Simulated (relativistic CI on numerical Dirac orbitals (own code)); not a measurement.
# Co¹⁶⁺: one ion under different settings

How much do the settings matter for Co¹⁶⁺? One ion, several inputs.

The numbers are computed with relativistic CI on numerical Dirac orbitals (own code) version 3 (Dirac-Coulomb-Breit CI, KLI orbitals optimised for each configuration, model QED (radiative potential, 1s self-energy scaled to tabulated hydrogen-like ionisation energies), numerical settings as typed), except any that are marked as measured or tabulated.

## (1) The atom as given

| Quantity | Value |
| --- | --- |
| ion | Co¹⁶⁺ (Co XVII) |
| nuclear charge | 27 |
| electrons | 11 |
| isotope | A = 59 |

## (2) An attempt

The run's settings:

```ini
atom Co  Z=27  charge=16  electrons=11
nucleus A=59  rms_radius_fm=3.7875
hamiltonian dirac-coulomb  breit=on  qed=on  c_scale=1
orbitals kli  potential=per-configuration
slater_scale 1
correlation none
mixing on
grid step=0.0125 r_max=0.5
scf mixing=0.4 start=green max_iterations=98 tolerance=2e-08 node_fill=0.05
configurations
  [Ne] 3s
  [Ne] 3p
  [Ne] 3d
end
```

Run with:

```console
python run_levels.py task.json out
```

One command runs all members of the session, one after another, from task.json.

Main fields of the result record, rounded:

```text
{
  "status": "not_converged",
  "warnings": ["orbital 1s not found"],
  "scf_steps of the first configuration [iteration, E_Ha, residual, outer_eigenvalue_Ha]": [
    [1, -1238.100867, 3.29, -20],
    [2, -1253.851158, 2.02, -21.18],
    [3, -1276.231465, 0.0496, -27.68],
    [4, -1276.260481, 0.0335, -27.8],
    [5, -1277.74654, 0.00314, -29.42],
    [6, -1277.761141, 0.00235, -29.43],
    [7, -1277.826357, 6.34e-05, -29.51],
    [8, -1277.824341, 3.47e-06, -29.51],
    [8, "-", "-", "3s not found"],
    [10, -1277.824305, 1.4e-06, -29.51],
    [11, -1277.824301, 8.56e-07, -29.51],
    [11, "-", "-", "3s not found"],
    [13, -1277.824298, 4.28e-07, -29.51],
    [14, -1277.824297, 2.66e-07, -29.51],
    [15, -1277.824294, 9.7e-09, -29.51]
  ]
}
```

Run time: 0.019 s. Hardware: 1 thread, shared host.

What went wrong: the run ended without a result. An orbital is not bound on this grid with the right number of nodes. The input had end of the grid 0.5. The cure is to let the grid reach far enough, with the usual settings.

## (3) The mended input

The settings differ from step 2 so:

```diff
@@ -7,4 +7,4 @@
 mixing on
-grid step=0.0125 r_max=0.5
-scf mixing=0.4 start=green max_iterations=98 tolerance=2e-08 node_fill=0.05
+grid step=0.0125 r_max=6.2
+scf mixing=0.4 start=green max_iterations=150 tolerance=2e-08 node_fill=0.05
 configurations
```

From the record:

```text
{
  "status": "converged",
  "levels [i, E_cm, J2, conf, term, w_term, w_jj]": [
    [0, 0, 1, "3s", "2S", 1, 1],
    [1, 295237.42, 1, "3p", "2P*", 1, 1],
    [2, 320540.16, 3, "3p", "2P*", 1, 1],
    [3, 721463.81, 3, "3d", "2D", 1, 1],
    [4, 725028.67, 5, "3d", "2D", 1, 1]
  ],
  "total_energy [Ha]": -1266.3727471,
  "n_levels_all": 5,
  "overlap": 1.46502e-12,
  "scf_iterations": [9, 9, 10],
  "orbital_energies [Ha]": {"1s": -300.134, "2s": -53.3627, "2p1/2": -49.1684, "2p3/2": -48.6058, "3s": -20.0545},
  "configurations [conf, odd, states, E_av_Ha, breit_Ha, qed_Ha]": [
    ["3s", 0, 2, -1267.228364, 0.4996, 0.356],
    ["3p", 1, 6, -1265.803551, 0.5006, 0.3523],
    ["3d", 0, 10, -1263.92385, 0.4959, 0.3522]
  ],
  "scf_steps of the first configuration [iteration, E_Ha, residual, outer_eigenvalue_Ha]": [
    [1, -1254.671572, 2.86, -26.58],
    [2, -1263.177601, 1.63, -23.58],
    [3, -1267.214235, 0.0726, -20.16],
    [4, -1267.224308, 0.0452, -20.14],
    [5, -1267.228371, 0.000628, -20.05],
    [6, -1267.228365, 6.73e-05, -20.05],
    [7, -1267.228364, 7.26e-06, -20.05],
    [8, -1267.228364, 1.42e-07, -20.05],
    [9, -1267.228364, 6.97e-09, -20.05]
  ]
}
```

It took 0.058 s on 1 thread, shared host.

## (4) Breit term off

The settings differ from step 3 so:

```diff
@@ -2,3 +2,3 @@
 nucleus A=59  rms_radius_fm=3.7875
-hamiltonian dirac-coulomb  breit=on  qed=on  c_scale=1
+hamiltonian dirac-coulomb  breit=off  qed=on  c_scale=1
 orbitals kli  potential=per-configuration
```

From the record:

```text
{
  "status": "converged",
  "levels [i, E_cm, J2, conf, term, w_term]": [
    [0, 0, 1, "3s", "2S", 1],
    [1, 294547.9, 1, "3p", "2P*", 1],
    [2, 320564.89, 3, "3p", "2P*", 1],
    [3, 722031.83, 3, "3d", "2D", 1],
    [4, 726018.13, 5, "3d", "2D", 1]
  ],
  "total_energy [Ha]": -1266.8723878,
  "n_levels_all": 5,
  "overlap": 1.46502e-12,
  "scf_iterations": [9, 9, 10],
  "orbital_energies [Ha]": {"1s": -300.134, "2s": -53.3627, "2p1/2": -49.1684, "2p3/2": -48.6058, "3s": -20.0545},
  "configurations [conf, odd, states, E_av_Ha, breit_Ha, qed_Ha]": [
    ["3s", 0, 2, -1267.228364, 0, 0.356],
    ["3p", 1, 6, -1265.803551, 0, 0.3523],
    ["3d", 0, 10, -1263.92385, 0, 0.3522]
  ],
  "scf_steps of the first configuration [iteration, E_Ha, residual, outer_eigenvalue_Ha]": [
    [1, -1254.671572, 2.86, -26.58],
    [2, -1263.177601, 1.63, -23.58],
    [3, -1267.214235, 0.0726, -20.16],
    [4, -1267.224308, 0.0452, -20.14],
    [5, -1267.228371, 0.000628, -20.05],
    [6, -1267.228365, 6.73e-05, -20.05],
    [7, -1267.228364, 7.26e-06, -20.05],
    [8, -1267.228364, 1.42e-07, -20.05],
    [9, -1267.228364, 6.97e-09, -20.05]
  ]
}
```

Wall time 0.056 s (1 thread, shared host).

## (5) Tolerance 0.0001

The run's settings:

```ini
atom Co  Z=27  charge=16  electrons=11
nucleus A=59  rms_radius_fm=3.7875
hamiltonian dirac-coulomb  breit=on  qed=on  c_scale=1
orbitals kli  potential=per-configuration
slater_scale 1
correlation none
mixing on
grid step=0.0125 r_max=6.2
scf mixing=0.4 start=green max_iterations=150 tolerance=0.0001 node_fill=0.05
configurations
  [Ne] 3s
  [Ne] 3p
  [Ne] 3d
end
```

From the record:

```text
{
  "status": "converged",
  "levels [i, E_cm, J2, conf, term, w_term]": [
    [0, 0, 1, "3s", "2S", 1],
    [1, 295238.25, 1, "3p", "2P*", 1],
    [2, 320540.99, 3, "3p", "2P*", 1],
    [3, 721464.7, 3, "3d", "2D", 1],
    [4, 725029.55, 5, "3d", "2D", 1]
  ],
  "total_energy [Ha]": -1266.3727506,
  "n_levels_all": 5,
  "overlap": 1.46297e-12,
  "scf_iterations": [6, 7, 7],
  "orbital_energies [Ha]": {"1s": -300.133, "2s": -53.3623, "2p1/2": -49.1679, "2p3/2": -48.6053, "3s": -20.0545},
  "configurations [conf, odd, states, E_av_Ha, breit_Ha, qed_Ha]": [
    ["3s", 0, 2, -1267.228365, 0.4996, 0.356],
    ["3p", 1, 6, -1265.803551, 0.5006, 0.3523],
    ["3d", 0, 10, -1263.92385, 0.4959, 0.3522]
  ],
  "scf_steps of the first configuration [iteration, E_Ha, residual, outer_eigenvalue_Ha]": [
    [1, -1254.671572, 2.86, -26.58],
    [2, -1263.177601, 1.63, -23.58],
    [3, -1267.214235, 0.0726, -20.16],
    [4, -1267.224308, 0.0452, -20.14],
    [5, -1267.228371, 0.000628, -20.05],
    [6, -1267.228365, 6.73e-05, -20.05]
  ]
}
```

Run time: 0.052 s. Hardware: 1 thread, shared host.

## (6) Speed-of-light factor 0.8, potential mixing 0.2, node fill 0.2

The run's settings:

```ini
atom Co  Z=27  charge=16  electrons=11
nucleus A=59  rms_radius_fm=3.7875
hamiltonian dirac-coulomb  breit=on  qed=on  c_scale=0.8
orbitals kli  potential=per-configuration
slater_scale 1
correlation none
mixing on
grid step=0.0125 r_max=6.2
scf mixing=0.2 start=green max_iterations=150 tolerance=2e-08 node_fill=0.2
configurations
  [Ne] 3s
  [Ne] 3p
  [Ne] 3d
end
```

From the record:

```text
{
  "status": "converged",
  "levels [i, E_cm, J2, conf, term, w_term]": [
    [0, 0, 1, "3s", "2S", 1],
    [1, 299326.67, 1, "3p", "2P*", 1],
    [2, 339354.4, 3, "3p", "2P*", 1],
    [3, 741058.25, 3, "3d", "2D", 1],
    [4, 746626.08, 5, "3d", "2D", 1]
  ],
  "total_energy [Ha]": -1272.1055632,
  "n_levels_all": 5,
  "overlap": 1.45126e-12,
  "scf_iterations": [11, 10, 11],
  "orbital_energies [Ha]": {"1s": -301.317, "2s": -53.5685, "2p1/2": -49.2933, "2p3/2": -48.4069, "3s": -20.105},
  "configurations [conf, odd, states, E_av_Ha, breit_Ha, qed_Ha]": [
    ["3s", 0, 2, -1273.279026, 0.7841, 0.3893],
    ["3p", 1, 6, -1271.791033, 0.7857, 0.3852],
    ["3d", 0, 10, -1269.877438, 0.7784, 0.3852]
  ],
  "scf_steps of the first configuration [iteration, E_Ha, residual, outer_eigenvalue_Ha]": [
    [1, -1260.486154, 2.92, -26.77],
    [2, -1265.356381, 2.3, -25.19],
    [3, -1273.239003, 0.108, -20.25],
    [4, -1273.269369, 0.11, -20.37],
    [5, -1273.279021, 0.000735, -20.1],
    [6, -1273.279031, 0.000222, -20.11],
    [7, -1273.279027, 2.17e-05, -20.11],
    [8, -1273.279026, 1.28e-05, -20.11],
    [9, -1273.279026, 5.46e-08, -20.11],
    [10, -1273.279026, 4.15e-08, -20.11],
    [11, -1273.279026, 4.77e-11, -20.11]
  ]
}
```

Run time: 0.06 s. Hardware: 1 thread, shared host.

With a scaled speed of light this is not the real ion; the QED potentials keep the true α and change only through the orbitals.

## (7) Speed-of-light factor 10

The run's settings:

```ini
atom Co  Z=27  charge=16  electrons=11
nucleus A=59  rms_radius_fm=3.7875
hamiltonian dirac-coulomb  breit=on  qed=on  c_scale=10
orbitals kli  potential=per-configuration
slater_scale 1
correlation none
mixing on
grid step=0.0125 r_max=6.2
scf mixing=0.4 start=green max_iterations=150 tolerance=2e-08 node_fill=0.05
configurations
  [Ne] 3s
  [Ne] 3p
  [Ne] 3d
end
```

From the record:

```text
{
  "status": "converged",
  "levels [i, E_cm, J2, conf, term, w_term]": [
    [0, 0, 1, "3s", "2S", 1],
    [1, 288421.44, 1, "3p", "2P*", 1],
    [2, 288674.97, 3, "3p", "2P*", 1],
    [3, 688280.08, 3, "3d", "2D", 1],
    [4, 688317.27, 5, "3d", "2D", 1]
  ],
  "total_energy [Ha]": -1256.6062715,
  "n_levels_all": 5,
  "overlap": 1.48587e-12,
  "scf_iterations": [9, 9, 10],
  "orbital_energies [Ha]": {"1s": -297.359, "2s": -52.7327, "2p1/2": -48.6399, "2p3/2": -48.6344, "3s": -19.8855},
  "configurations [conf, odd, states, E_av_Ha, breit_Ha, qed_Ha]": [
    ["3s", 0, 2, -1256.891229, 0.004944, 0.28],
    ["3p", 1, 6, -1255.573492, 0.004954, 0.2772],
    ["3d", 0, 10, -1253.752141, 0.004907, 0.2771]
  ],
  "scf_steps of the first configuration [iteration, E_Ha, residual, outer_eigenvalue_Ha]": [
    [1, -1244.733952, 2.81, -26.26],
    [2, -1252.961014, 1.6, -23.34],
    [3, -1256.877798, 0.0704, -19.99],
    [4, -1256.887411, 0.044, -19.97],
    [5, -1256.891236, 0.000602, -19.89],
    [6, -1256.89123, 6.4e-05, -19.89],
    [7, -1256.891229, 6.9e-06, -19.89],
    [8, -1256.891229, 1.27e-07, -19.89],
    [9, -1256.891229, 7.73e-09, -19.89]
  ]
}
```

It took 0.056 s on 1 thread, shared host.

A changed speed of light describes a fictitious ion. The QED potentials keep the true α.

## (8) Grid step 0.15

The run's settings:

```ini
atom Co  Z=27  charge=16  electrons=11
nucleus A=59  rms_radius_fm=3.7875
hamiltonian dirac-coulomb  breit=on  qed=on  c_scale=1
orbitals kli  potential=per-configuration
slater_scale 1
correlation none
mixing on
grid step=0.15 r_max=6.2
scf mixing=0.4 start=green max_iterations=87 tolerance=2e-08 node_fill=0.05
configurations
  [Ne] 3s
  [Ne] 3p
  [Ne] 3d
end
```

From the record:

```text
{
  "status": "converged",
  "warnings": ["orbitals of one symmetry overlap by 3.4e-05", "an occupied orbital reaches the end of the grid"],
  "levels [i, E_cm, J2, conf, term, w_term]": [
    [0, 0, 1, "3s", "2S", 1],
    [1, 294769.54, 1, "3p", "2P*", 1],
    [2, 320393.62, 3, "3p", "2P*", 1],
    [3, 721198.75, 3, "3d", "2D", 1],
    [4, 724911.63, 5, "3d", "2D", 1]
  ],
  "total_energy [Ha]": -1266.3726464,
  "n_levels_all": 5,
  "overlap": 3.3866e-05,
  "scf_iterations": [9, 9, 10],
  "orbital_energies [Ha]": {"1s": -300.133, "2s": -53.3625, "2p1/2": -49.1688, "2p3/2": -48.6055, "3s": -20.0536},
  "configurations [conf, odd, states, E_av_Ha, breit_Ha, qed_Ha]": [
    ["3s", 0, 2, -1267.228327, 0.4996, 0.356],
    ["3p", 1, 6, -1265.804665, 0.5006, 0.3523],
    ["3d", 0, 10, -1263.92461, 0.4959, 0.3523]
  ],
  "scf_steps of the first configuration [iteration, E_Ha, residual, outer_eigenvalue_Ha]": [
    [1, -1254.663394, 2.86, -26.58],
    [2, -1263.173149, 1.63, -23.58],
    [3, -1267.217356, 0.0726, -20.16],
    [4, -1267.225848, 0.0452, -20.14],
    [5, -1267.228373, 0.000616, -20.05],
    [6, -1267.228335, 7.28e-05, -20.05],
    [7, -1267.228327, 7.07e-06, -20.05],
    [8, -1267.228327, 1.38e-07, -20.05],
    [9, -1267.228327, 1.09e-08, -20.05]
  ]
}
```

Run time: 0.016 s. Hardware: 1 thread, shared host.

A bad setting: its result is shown only for the comparison.

## (9) The runs side by side

| setting | total energy less usual (Ha) | largest shift of a level among the lowest eight of both runs, same label and place (cm⁻¹) | SCF iterations | time | lowest level | kind of change |
| --- | --- | --- | --- | --- | --- | --- |
| usual | 0 | 0 | 28 | 0.058 s | 3s 2S1/2 | - |
| Breit term off | -0.5 | 989 | 28 | 0.056 s | 3s 2S1/2 | model term |
| tolerance 0.0001 | -3.46e-06 | 0.895 | 20 | 0.052 s | 3s 2S1/2 | numerical |
| speed-of-light factor 0.8, potential mixing 0.2, node fill 0.2 | -5.73 | 21600 | 32 | 0.06 s | 3s 2S1/2 | unphysical constant |
| speed-of-light factor 10 | 9.77 | 36700 | 28 | 0.056 s | 3s 2S1/2 | unphysical constant |
| grid step 0.15 | 0.000101 | 468 | 28 | 0.016 s | 3s 2S1/2 | unsound |

## (10) What came out

```
                    quantity          value
lowest level, usual settings       3s 2S1/2
                total energy  -1266.3727 Ha
            first excitation    295237 cm⁻¹
       runs without a result              1
```

In words: Among the runs whose levels can be followed, they move most under «speed-of-light factor 10» (unphysical constant), by up to 36700 cm⁻¹. Under «grid step 0.15» the program warns: orbitals of one symmetry overlap by 3.4e-05. Only the listed configurations are in the model.
